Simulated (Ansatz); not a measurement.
Task: a ladder of basis sets of CH5GeO, SMILES O[CH2][GeH2], with Ansatz's Python interface. Give the script and its output. Use (for the species named): PBE0, cc-pVDZ basis, multiplicity 2. The script varies basis: cc-pVDZ, cc-pVTZ.

The script reads `ch5geo.xyz`:
```text
8

O    -1.41390    0.85300    0.17460
C    -0.64820   -0.31780    0.14140
Ge    1.22820    0.10180    0.45920
H    -1.20240    1.34850   -0.65900
H    -1.00000   -1.00340    0.93940
H    -0.75790   -0.83020   -0.83990
H     1.73640    1.05510   -0.65230
H     2.05790   -1.20710    0.43660
```

The script, `ch5geo_basis.py`:
```python
"""How the energy of CH5GeO converges with the basis."""

from dataclasses import dataclass

import ansatz as az


@dataclass
class Settings:
    functional: str = "PBE0"


settings = Settings()


def main() -> None:
    ch5geo = az.Crystal.molecule_from_extxyz("ch5geo.xyz")

    calculation = ch5geo.calculation()
    calculation = calculation.functional(settings.functional)
    calculation = calculation.spin("collinear", total=1)

    energies = {}
    for basis in ["cc-pVDZ", "cc-pVTZ"]:
        rep = calculation.basis(gaussian=basis).run(threads=1).report
        size = rep["n_frozen"] + rep["n_occupied"][0] + rep["n_virtual"][0]
        energies[basis] = (rep["reference_energy_ev"] / 27.211386246, rep["free_energy_ev"] / 27.211386246)
        print(f"{basis:14s} {size:4d} orbitals  reference {energies[basis][0]:14.6f} Ha  total {energies[basis][1]:14.6f} Ha")

    last = energies["cc-pVTZ"][1]
    for basis, (_, total) in energies.items():
        print(f"{basis:14s} lies {27.211386 * (total - last):9.4f} eV above cc-pVTZ")


if __name__ == "__main__":
    main()
```

```console
$ python ch5geo_basis.py
cc-pVDZ          80 orbitals  reference   -2192.849880 Ha  total   -2192.849880 Ha
cc-pVTZ         173 orbitals  reference   -2192.960777 Ha  total   -2192.960777 Ha
cc-pVDZ        lies    3.0177 eV above cc-pVTZ
cc-pVTZ        lies    0.0000 eV above cc-pVTZ
```

Against cc-pVDZ: cc-pVTZ -110.9 mHa. The last step alone is -110.90 mHa. From the first set to the last the time grows from 6.4 to 13.6 s.

These settings explore the input space; basis and method may be short of convergence. The geometry is a force-field or estimated start, not a minimum of this method, and the last set is no limit. Much of the fall in a total is atomic energy, which cancels in bond and reaction energies. The run takes the species as open-shell (spin multiplicity 2), which needn't be its ground state. Finished in 21 s on 1 thread of Arm Neoverse V1, on a shared host, peak memory 0.48 GiB.
